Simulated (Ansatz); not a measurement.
# CH₆BNSi: one species, many methods

The task here is to estimate one member of a computed series from the others.

The runs use Ansatz 0.2.0, Gaussian basis; functionals in def2-TZVPP, the program's frozen cores in correlated methods.

The runs, in order: LDA (SPW92), PBE-D4, revPBE-D4, BLYP-D4, r2SCAN-D4, B97M-V, PBE0-D4, B3LYP-D4, r2SCANh-D4, r2SCAN0-D4, HSE06-D4, BHLYP-D4, CAM-B3LYP-D4, LC-ωPBE, ωB97X-V, ωB97M-V, B2PLYP, PBE-QIDH; CCSD(T)/def2-SVP; CCSD(T)/def2-TZVPP; MP2/def2-QZVPP; extrapolation to the limit; RPA on PBE.

## The relaxed structure

An earlier PBE0-D4 in a triple-zeta def2 set relaxation fixed the geometry.

10 atoms, charge 0, spin multiplicity 1.

Atoms are counted from 1 here; the program's logs count them from 0.

Bond lengths: Si1–C2 1.863 Å, Si1–H5 1.492 Å, Si1–H6 1.489 Å, Si1–H7 1.488 Å, C2–B3 1.572 Å, C2–N4 1.485 Å, C2–H8 1.093 Å, B3–N4 1.339 Å, B3–H9 1.182 Å, N4–H10 1.002 Å. Angles: C2–Si1–H5 112.4°, C2–Si1–H6 109.5°, C2–Si1–H7 109.9°, H5–Si1–H6 107.6°, H5–Si1–H7 107.9°, H6–Si1–H7 109.4°, Si1–C2–B3 121.7°, Si1–C2–N4 119.5°, Si1–C2–H8 115.8°, B3–C2–N4 51.9°, B3–C2–H8 118.0°, N4–C2–H8 114.4°, C2–B3–N4 60.7°, C2–B3–H9 153.7°, N4–B3–H9 145.6°, C2–N4–B3 67.4°, C2–N4–H10 133.9°, B3–N4–H10 157.0°.

Set-up of the first run:

in.yaml reads:

```yaml
crystal:
  periodic: [false, false, false]
  atoms:
    - {symbol: Si, position_ang: [-1.120018, 0.712525, -0.532170]}
    - {symbol: C, position_ang: [0.617107, 0.095402, -0.261093]}
    - {symbol: B, position_ang: [1.127533, -0.340565, 1.160578]}
    - {symbol: N, position_ang: [0.832980, -1.280684, 0.253828]}
    - {symbol: H, position_ang: [-1.774962, 0.070749, -1.709310]}
    - {symbol: H, position_ang: [-1.949274, 0.408503, 0.667075]}
    - {symbol: H, position_ang: [-1.105551, 2.183110, -0.761881]}
    - {symbol: H, position_ang: [1.358665, 0.426010, -0.992726]}
    - {symbol: H, position_ang: [1.497711, -0.131805, 2.263739]}
    - {symbol: H, position_ang: [0.598908, -2.194345, -0.085040]}
basis:
  gaussian: {orbitals: def2-TZVPP}
hamiltonian: {xc: lda}
output: {orbitals: {seedname: orbitals}}
```

Started as:

```bash
> ansatz run in.yaml --threads 2 --pin off --events-out ev --progress --plain --max-ram 4352MiB
```

Among the steps run: LDA; PBE-D4 (GGA); revPBE-D4 (GGA); BLYP-D4 (GGA); r2SCAN-D4 (meta-GGA); B97M-V (meta-GGA); PBE0-D4 (hybrid); B3LYP-D4 (hybrid); r2SCANh-D4 (hybrid); r2SCAN0-D4 (hybrid); HSE06-D4 (hybrid); BHLYP-D4 (hybrid); CAM-B3LYP-D4 (range-separated); LC-ωPBE (range-separated); ωB97X-V (range-separated); ωB97M-V (range-separated); B2PLYP (double hybrid); PBE-QIDH (double hybrid).

One table of the session follows, with a row left open; its other results are not shown here.

It belongs to the step «Orbital energies across the functionals». 

| functional | HOMO (eV) | gap (eV) |
| --- | --- | --- |
| LDA (SPW92) | -6.35 | 4.94 |
| PBE-D4 | -6.21 | 5.06 |
| revPBE-D4 | -6.15 | 5.11 |
| BLYP-D4 | -6.08 | 5.07 |
| r2SCAN-D4 | -6.39 | 5.62 |
| B97M-V | -6.52 | 5.65 |
| PBE0-D4 | -7.44 | 7.27 |
| B3LYP-D4 | -7.22 | 6.83 |
| r2SCANh-D4 | ? | ? |
| r2SCAN0-D4 | -7.57 | 7.62 |
| HSE06-D4 | -7.04 | 6.48 |
| BHLYP-D4 | -8.59 | 9.39 |
| CAM-B3LYP-D4 | -8.81 | 9.70 |
| LC-ωPBE | -10.18 | 12.26 |
| ωB97X-V | -9.80 | 11.76 |
| ωB97M-V | -9.71 | 11.38 |

Estimate the missing values for r2SCANh-D4.

Worked estimate for «HOMO (eV)». Against the share of exact exchange, r2SCAN-D4 (0, -6.39), r2SCAN0-D4 (0.25, -7.57) give a slope of -4.72 per unit share; at 0.1 the line stands at -6.86.

As computed: HOMO (eV): -6.86; gap (eV): 6.42. In «HOMO (eV)» the line misses by 0.00.
